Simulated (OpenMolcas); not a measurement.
**Mo⁴⁺ among point charges: CASSCF and CASPT2 levels and susceptibility**

Aim: the splitting of the states of Mo⁴⁺ in the field of 5 point charges, its lowest levels with spin-orbit coupling and its magnetic susceptibility.

Program: OpenMolcas 26.06. Level of theory: state-averaged CASSCF and CASPT2, spin-orbit coupling by RASSI with atomic mean-field integrals. These are calculated values, not measurements, unless marked.

## 1. Starting point

```
Species                           : Mo⁴⁺ (molybdenum, Z = 42, 38 electrons)
Basis                             : ANO-RCC-VDZP [6s5p3d1f], 43 functions
Scalar Hamiltonian                : DKH2, point nucleus
Inactive shells                   : 1s 2s 2p 3s 3p 3d 4s 4p
Active space                      : 2 electrons in 5 orbitals (4d)
Some configurations of this space : 4d²
Orbitals                          : optimised for each spin and parity, averaged over all roots
```

Outer shells as boxes (Hund's rule):

4d2
```
4d [↑ ][↑ ][  ][  ][  ]
```

The ion sits among 5 point charges of -0.5 e arranged as a square pyramid (C4v), 1.81 Å from the ion, with the axial distance 2.100 Å.

The work runs as a chain of OpenMolcas steps in one folder; each step below is one input file. Labels, J, g values, rates, χT and fits are worked out afterwards by a script from the matrices that RASSI stores.

## 2. Basis and integrals

File a.inp:

```
&GATEWAY
Coord
1

Mo 0.0 0.0 0.0
Basis=ANO-RCC-VDZP
Group=NoSym
NoMove
AngMom=0.0 0.0 0.0
AMFI
XField
5 Angstrom 0
1.810000 0.000000 0.000000 -0.500000
0.000000 1.810000 0.000000 -0.500000
-1.810000 0.000000 0.000000 -0.500000
0.000000 -1.810000 0.000000 -0.500000
0.000000 0.000000 2.099600 -0.500000
&SEWARD
```

The run is started by

```console
> OMP_NUM_THREADS=1 MOLCAS_MEM=1689 MOLCAS_PROJECT=a pymolcas a.inp > a.log
```

Log:

```text
Basis set label: MO.ANO-RCC...6S5P3D1F.

      Electronic valence basis set:
      ------------------
      Associated Effective Charge  42.000000 au
      Associated Actual Charge     42.000000 au
      Nuclear Model: Point charge

      Shell  nPrim  nBasis  Cartesian Spherical Contaminant
         s      21       6        X
         p      18       5        X
         d      13       3                 X
         f       6       1                 X
                  Relativistic Douglas-Kroll-Hess integrals:
                    - DKH order of Hamiltonian: 2
                    - DKH order of Properties : 0
                  Atomic mean-field integrals
```

## 3. Reference wave functions, triplets, 10 roots

File a.inp:

```
&RASSCF
FileOrb=start.orb
Symmetry=1
Spin=3
nActEl=2 0 0
Inactive=18
Ras2=5
CIRoot=10 10 1
SDav=10
CIMx=300
Iter=120 100
PrWF=0.3
OrbListing=Nothing
MaxOrb=0
>>> COPY $Project.JobIph JOB001
```

The run is started by

```console
> OMP_NUM_THREADS=1 MOLCAS_MEM=1689 MOLCAS_PROJECT=a pymolcas a.inp > a.log
```

start.orb holds the contracted functions of the basis, ordered by shell, or the orbitals of the step before.

Log, shortened:

```text
[...]
      Number of active orbitals                  5
[...]
      Spin quantum number                      1.0
[...]
      Active orbitals                            5
[...]
      Number of CSFs                            10
      Number of root(s) required                10
[...]
      Convergence after  7 iterations
[...]
      Natural orbitals and occupation numbers for root  1
      sym 1:   0.064847   0.935153   0.000000   0.935153   0.064847
      Natural orbitals and occupation numbers for root  2
      sym 1:   0.100386   0.100386   0.899614   0.899614   0.000000
      Natural orbitals and occupation numbers for root  3
      sym 1:   0.899614   0.899614   0.100386   0.100386  -0.000000
::    RASSCF root number  1 Total energy:  -4045.36279576
::    RASSCF root number  2 Total energy:  -4045.35746208
::    RASSCF root number  3 Total energy:  -4045.35746208
[...]
::    RASSCF root number  7 Total energy:  -4045.32952995
::    RASSCF root number  8 Total energy:  -4045.29450626
::    RASSCF root number  9 Total energy:  -4045.29450626
::    RASSCF root number 10 Total energy:  -4045.26722143
```

## 4. CASSCF: singlets, 15 roots

File a.inp:

```
&RASSCF
FileOrb=start.orb
Symmetry=1
Spin=1
nActEl=2 0 0
Inactive=18
Ras2=5
CIRoot=15 15 1
SDav=15
CIMx=300
Iter=120 100
PrWF=0.3
OrbListing=Nothing
MaxOrb=0
>>> COPY $Project.JobIph JOB002
```

Log, shortened:

```text
[...]
      Number of active orbitals                  5
[...]
      Spin quantum number                      0.0
[...]
      Active orbitals                            5
[...]
      Number of CSFs                            15
      Number of root(s) required                15
[...]
      Convergence after  6 iterations
[...]
      Natural orbitals and occupation numbers for root  1
      sym 1:   0.273406   0.000000   0.273406   0.726594   0.726594
      Natural orbitals and occupation numbers for root  2
      sym 1:   0.000000   0.106878   0.106878   0.893122   0.893122
      Natural orbitals and occupation numbers for root  3
      sym 1:   0.845207   0.154793   0.000000   0.154793   0.845207
::    RASSCF root number  1 Total energy:  -4045.31042838
::    RASSCF root number  2 Total energy:  -4045.30676854
::    RASSCF root number  3 Total energy:  -4045.29989015
[...]
::    RASSCF root number 12 Total energy:  -4045.26161483
::    RASSCF root number 13 Total energy:  -4045.24170366
::    RASSCF root number 14 Total energy:  -4045.24049971
::    RASSCF root number 15 Total energy:  -4045.14506790
```

## 5. RASSI: spin-orbit coupling between the states

File a.inp:

```
&RASSI
NrOfJobIphs=2 10 15
1 2 3 4 5 6 7 8 9 10
1 2 3 4 5 6 7 8 9 10 11 12 13 14 15
IphNames
JOB001
JOB002
EJob
SpinOrbit
DIPRint=1.0
SOCoupling=1000.0
Subsets=2
Property=9
'ANGMOM' 1 'ANGMOM' 2 'ANGMOM' 3 'MLTPL  1' 1 'MLTPL  1' 2 'MLTPL  1' 3
'AMFI' 1 'AMFI' 2 'AMFI' 3
SOProperty=3
'ANGMOM' 1 'ANGMOM' 2 'ANGMOM' 3
```

The run is started by

```console
> OMP_NUM_THREADS=1 MOLCAS_MEM=1689 MOLCAS_PROJECT=a pymolcas a.inp > a.log
```

Log:

```text
SPIN-FREE ENERGIES:
  (Shifted by EMIN (a.u.) =      -4045.3627957628)

 SF State       Relative EMIN(au)   Rel lowest level(eV)    D:o, cm**(-1)      L_eff

     1             0.0000000000        0.0000000000              0.0000         2.9
     2             0.0053336859        0.1451369870           1170.6087         3.0
     3             0.0053336859        0.1451369870           1170.6087         3.0
     4             0.0128830980        0.3505669556           2827.5132         3.0
     5             0.0207797151        0.5654448547           4560.6203         2.9
     6             0.0207797151        0.5654448547           4560.6203         2.9
     7             0.0332658152        0.9052089451           7301.0025         3.0
    11             0.0523673851        1.4249891416          11493.3125         2.2
    12             0.0560272247        1.5245784507          12296.5545         2.6
    13             0.0629056097        1.7117488415          13806.1855         2.3
    14             0.0629056097        1.7117488415          13806.1855         2.3
     9             0.0682895032        1.8582520476          14987.8135         1.2
     8             0.0682895032        1.8582520476          14987.8135         1.2
    15             0.0697746397        1.8986646717          15313.7633         2.2
    16             0.0782265414        2.1286526326          17168.7413         4.0
    17             0.0799947832        2.1767689422          17556.8255         3.9
    18             0.0799947832        2.1767689422          17556.8255         3.9
    19             0.0832328443        2.2648810747          18267.4978         3.9
    10             0.0955743358        2.6007101665          20976.1421         1.1
    20             0.1007423289        2.7413384230          22110.3855         3.6
    21             0.1011809377        2.7532735769          22206.6490         3.8
    22             0.1011809377        2.7532735769          22206.6490         3.8
    23             0.1210921068        3.2950840900          26576.6455         4.0
    24             0.1222960557        3.3278452090          26840.8817         3.8
    25             0.2177278633        5.9246769835          47785.7425         0.5
     Dipole printing threshold changed to   1.00000000E+00

++ Dipole transition strengths (spin-free states):
   -----------------------------------------------
     for osc. strength at least  1.00000000E+00

  ( Max oscillator strength is only    1.3209145801130580E-005 )
--
Eigenvalues of complex Hamiltonian:
   -----------------------------------
  (Shifted by EMIN (a.u.) =      -4045.3627957628)

 SO State       Relative EMIN(au)   Rel lowest level(eV)    D:o, cm**(-1)     J-value

     1            -0.0054947955        0.0000000000              0.0000         2.1
     2            -0.0034876015        0.0546185291            440.5281         2.3
     3            -0.0034876015        0.0546185291            440.5281         2.3
     4             0.0006381366        0.1668855824           1346.0230         1.5
     5             0.0041625973        0.2627910448           2119.5527         2.3
     6             0.0045768564        0.2740636086           2210.4721         2.8
     7             0.0054369290        0.2974673773           2399.2362         2.8
     8             0.0054369290        0.2974673773           2399.2362         2.8
     9             0.0090619310        0.3961087052           3194.8322         3.7
    10             0.0141784787        0.5353370610           4317.7846         3.2
    11             0.0141784787        0.5353370610           4317.7846         3.2
    12             0.0144090873        0.5416122423           4368.3973         1.7
    13             0.0155483275        0.5726125460           4618.4316         3.0
    14             0.0177918281        0.6336613072           5110.8231         2.6
    15             0.0199620645        0.6927164503           5587.1350         2.0
    16             0.0199620645        0.6927164503           5587.1350         2.0
    17             0.0253992448        0.8406696627           6780.4581         1.7
    18             0.0255077096        0.8436211402           6804.2634         1.8
    19             0.0348411847        1.0975979358           8852.7244         2.8
    20             0.0348411847        1.0975979358           8852.7244         2.8
    21             0.0349044816        1.0993203315           8866.6164         3.1
    22             0.0526155867        1.5812640538          12753.7547         1.4
    23             0.0548032063        1.6407922166          13233.8817         1.8
    24             0.0608689400        1.8058492400          14565.1564         1.9
    25             0.0608689400        1.8058492399          14565.1564         1.9
    26             0.0638730112        1.8875941797          15224.4738         1.4
    27             0.0663511883        1.9550288157          15768.3708         1.1
    28             0.0702732780        2.0617543126          16629.1700         1.6
    29             0.0702732780        2.0617543127          16629.1700         1.6
    30             0.0708898147        2.0785311312          16764.4842         1.6
    31             0.0710851990        2.0838478090          16807.3661         1.3
    32             0.0717439807        2.1017741723          16951.9519         1.4
    33             0.0785402082        2.2867089425          18443.5514         4.0
    34             0.0803346143        2.3355372203          18837.3781         3.7
    35             0.0803346143        2.3355372203          18837.3781         3.7
    36             0.0839795478        2.4347209138          19637.3485         3.3
    37             0.0959379711        2.7601261895          22261.9191         1.7
    38             0.0959379711        2.7601261894          22261.9191         1.7
    39             0.0966930096        2.7806718335          22427.6308         1.8
    40             0.1014176276        2.9092352387          23464.5646         3.0
    41             0.1018616249        2.9213170205          23562.0108         2.8
Weights of the five most important spin-orbit-free states for each spin-orbit state.

 SO State  Total energy (au)           Spin-free states, spin, and weights
 -------------------------------------------------------------------------------------------------------
    1        -0.005495       1 1.0  0.6492    2 1.0  0.1585    3 1.0  0.1585    6 1.0  0.0138    5 1.0  0.0138
    2        -0.003488       1 1.0  0.6770    3 1.0  0.1966    2 1.0  0.0815    4 1.0  0.0267    6 1.0  0.0059
    3        -0.003488       1 1.0  0.6770    2 1.0  0.1966    3 1.0  0.0815    4 1.0  0.0267    5 1.0  0.0059
    4         0.000638       2 1.0  0.3648    3 1.0  0.3648    4 1.0  0.2023    6 1.0  0.0282    5 1.0  0.0282
    5         0.004163       2 1.0  0.4537    3 1.0  0.4537    6 1.0  0.0446    5 1.0  0.0446   11 0.0  0.0022
    6         0.004577       3 1.0  0.4851    2 1.0  0.4851    5 1.0  0.0148    6 1.0  0.0148   23 0.0  0.0002
    7         0.005437       2 1.0  0.4746    1 1.0  0.2876    4 1.0  0.2188    7 1.0  0.0112    5 1.0  0.0057
    8         0.005437       3 1.0  0.4746    1 1.0  0.2876    4 1.0  0.2188    7 1.0  0.0112    6 1.0  0.0057
    9         0.009062       1 1.0  0.3375    2 1.0  0.3269    3 1.0  0.3269   16 0.0  0.0031    5 1.0  0.0020
   10         0.014178       4 1.0  0.7038    3 1.0  0.1240    2 1.0  0.1187    7 1.0  0.0282    1 1.0  0.0153
   11         0.014178       4 1.0  0.7038    2 1.0  0.1240    3 1.0  0.1187    7 1.0  0.0282    1 1.0  0.0153
   12         0.014409       6 1.0  0.3946    5 1.0  0.3946    7 1.0  0.0974    3 1.0  0.0402    2 1.0  0.0402
```

Time for these steps: 4.3 s (1 thread of Arm Neoverse V2, shared host).

Spin-free states:

```csv
state,degeneracy,E (cm-1),free-ion L (%)
triplet,1,0,F (96)
triplet,2,1171,F (99)
triplet,1,2828,F (100)
triplet,2,4561,F (95)
triplet,1,7301,F (100)
singlet,1,11493,D (91)
singlet,1,12297,D (75)
singlet,2,13806,D (87)
triplet,2,14988,P (94)
singlet,1,15314,D (91)
singlet,1,17169,G (99)
singlet,2,17557,G (96)
singlet,1,18267,G (91)
triplet,1,20976,P (96)
singlet,1,22110,G (75)
singlet,2,22207,G (90)
singlet,1,26577,G (100)
singlet,1,26841,G (90)
singlet,1,47786,S (94)
```

With spin-orbit coupling:

```
E (cm-1)  Degeneracy  2S+1               g
     0.0           1     3                
   440.5           2     3  0.00 0.00 3.00
    1346           1     3                
    2120           1     3                
    2210           1     3                
    2399           2     3  0.00 0.00 0.29
    3195           1     3                
    4318           2     3  0.00 0.00 1.97
    4368           1     3                
    4618           1     3                
    5111           1     3                
    5587           2     3  0.00 0.00 3.77
    6780           1     3                
    6804           1     3                
    8853           2     3  0.00 0.00 5.33
    8867           1     3                
   12754           1     1                
   13234           1     1                
   14565           2     1  0.00 0.00 1.60
   15224           1     3                
   15768           1     3                
   16629           2     3  0.00 0.00 1.80
   16764           1     1                
   16807           1     3
```

Principal g values are given for doublets only; a zero marks a field direction without first-order Zeeman splitting.

Powder χT (cm³ K/mol): 0.00 at 2 K, 0.00 at 5 K, 0.00 at 10 K, 0.01 at 20 K, 0.02 at 50 K, 0.04 at 100 K, 0.07 at 150 K, 0.10 at 200 K, 0.14 at 250 K, 0.18 at 300 K.

Orbitals of the lowest block (energies include the constant potential of the surroundings):

| shell | space | energy (hartree) | mean occupation | ⟨r²⟩ (bohr²) |
| --- | --- | --- | --- | --- |
| 1s | inactive | -739.7955 | 2.000 | 0.00163 |
| 2s | inactive | -108.2366 | 2.000 | 0.0277 |
| 2p | inactive | -96.6912 | 6.000 | 0.0219 |
| 3s | inactive | -20.5357 | 2.000 | 0.208 |
| 3p | inactive | -16.6386 | 6.000 | 0.213 |
| 3d | inactive | -10.2763 | 10.000 | 0.205 |
| 4s | inactive | -3.9452 | 2.000 | 1.38 |
| 4p | inactive | -2.7582 | 6.000 | 1.64 |
| 4d | RAS2 |  | 2.000 | 2.73 |

## 6. CASPT2: IPEA 0.25, imaginary shift 0.1 (closed shells correlated: 4s 4p)

File a.inp:

```
>>> COPY JOB001 $Project.JobIph
&CASPT2
Multistate=10 1 2 3 4 5 6 7 8 9 10
NoMult
Frozen=14
IPEA=0.25
Imaginary=0.1
MaxIter=60
WThr=0.0 0.3 0.05
PrWF=0.5
NoMix
>>> COPY JOB002 $Project.JobIph
&CASPT2
Multistate=15 1 2 3 4 5 6 7 8 9 10 11 12 13 14 15
NoMult
Frozen=14
IPEA=0.25
Imaginary=0.1
MaxIter=60
WThr=0.0 0.3 0.05
PrWF=0.5
NoMix
```

The run is started by

```console
> OMP_NUM_THREADS=1 MOLCAS_MEM=1689 MOLCAS_PROJECT=a pymolcas a.inp > a.log
```

Log, shortened:

```text
[...]
      Active orbitals                            5
[...]
      E2 (Variational):          -0.1840789530
      Total energy:           -4045.5468747158
[...]
::    CASPT2 Root  1     Total energy:  -4045.54687472
::    CASPT2 Root  2     Total energy:  -4045.54173268
[...]
::    CASPT2 Root 12     Total energy:  -4045.45407589
::    CASPT2 Root 13     Total energy:  -4045.43236041
::    CASPT2 Root 14     Total energy:  -4045.43330602
::    CASPT2 Root 15     Total energy:  -4045.35737970
```

Time for this run: 1.9 s (1 thread of Arm Neoverse V2, shared host).

SS-CASPT2: lowest energy less the reference's lowest, -0.1841 hartree; reference weights 0.951 to 0.962.

Spin-free states:

```
  state  degeneracy  E (cm-1)  free-ion L (%)
triplet           1         0          F (96)
triplet           2      1129          F (99)
triplet           1      3075         F (100)
triplet           2      4086          F (95)
triplet           1      7569         F (100)
singlet           1      9240          D (91)
singlet           1     10413          D (75)
singlet           2     11601          D (87)
triplet           2     12583          P (94)
singlet           1     12789          D (91)
singlet           1     15370          G (99)
singlet           2     15922          G (96)
singlet           1     16300          G (91)
triplet           1     19029          P (96)
singlet           2     20367          G (90)
singlet           1     20424          G (75)
singlet           1     24925          G (90)
singlet           1     25133         G (100)
singlet           1     41589          S (94)
```

With spin-orbit coupling:

```
E (cm-1)  Degeneracy  2S+1               g
       0           1     3                
     460           2     3  0.00 0.00 3.02
    1350           1     3                
    2070           1     3                
    2200           1     3                
    2470           2     3  0.00 0.00 0.33
    3200           1     3                
    3970           1     3                
    4520           2     3  0.00 0.00 2.18
    4570           1     3                
    4990           1     3                
    5210           2     3  0.00 0.00 3.54
    6360           1     3                
    6380           1     3                
    9090           2     3  0.00 0.00 5.34
    9100           1     3                
   10610           1     1                
   11360           1     1                
   12400           2     1  0.00 0.00 1.55
   12840           1     3                
   13410           1     3                
   14340           2     3  0.00 0.00 1.77
   14350           1     1                
   14480           1     3
```

Powder χT (cm³ K/mol): 0.00 at 2 K, 0.00 at 5 K, 0.00 at 10 K, 0.01 at 20 K, 0.02 at 50 K, 0.04 at 100 K, 0.06 at 150 K, 0.09 at 200 K, 0.13 at 250 K, 0.17 at 300 K.

## 7. The methods side by side

A. CASSCF
B. SS-CASPT2, IPEA 0.25, imaginary shift 0.1 (closed shells correlated: 4s 4p)

```
method  ground state  first state of that spin (cm-1)  first gap with spin-orbit (cm-1)  χT at 300 K
     A       triplet                     triplet 1171                             440.5         0.18
     B       triplet                     triplet 1129                             461.6         0.17
```

## 8. Summary of results

```
                                            quantity                                                                        value
                                              method  SS-CASPT2, IPEA 0.25, imaginary shift 0.1 (closed shells correlated: 4s 4p)
                              spin-free ground state                                          triplet, 1-fold in its orbital part
first state of the same spin within the active space                                                         triplet at 1130 cm⁻¹
                                        lowest level                                                                       1-fold
                                          next level                                                                   461.6 cm⁻¹
                                         χT at 300 K                                                               0.17 cm³ K/mol
                           effective moment at 300 K                                                                      1.18 μB
```

Cost by method:

```
                                              method  time of its own steps  time with the reference
                                           A. CASSCF                  4.3 s                    4.3 s
B. SS-CASPT2, IPEA 0.25, imaginary shift 0.1, +4s 4p                  1.9 s                    6.2 s
```

Times are of one thread on a shared host.

The spin-free ground state (triplet) comes to 96 % from free-ion F terms and keeps the highest spin of the shell. χT at 300 K is 0.17, against 1.00 cm³ K/mol for the spin alone, so spin-orbit coupling lowers it. The field of point charges can differ much from that of real complexes. Point charges carry no covalency, so the field is a model and not that of real ligands.
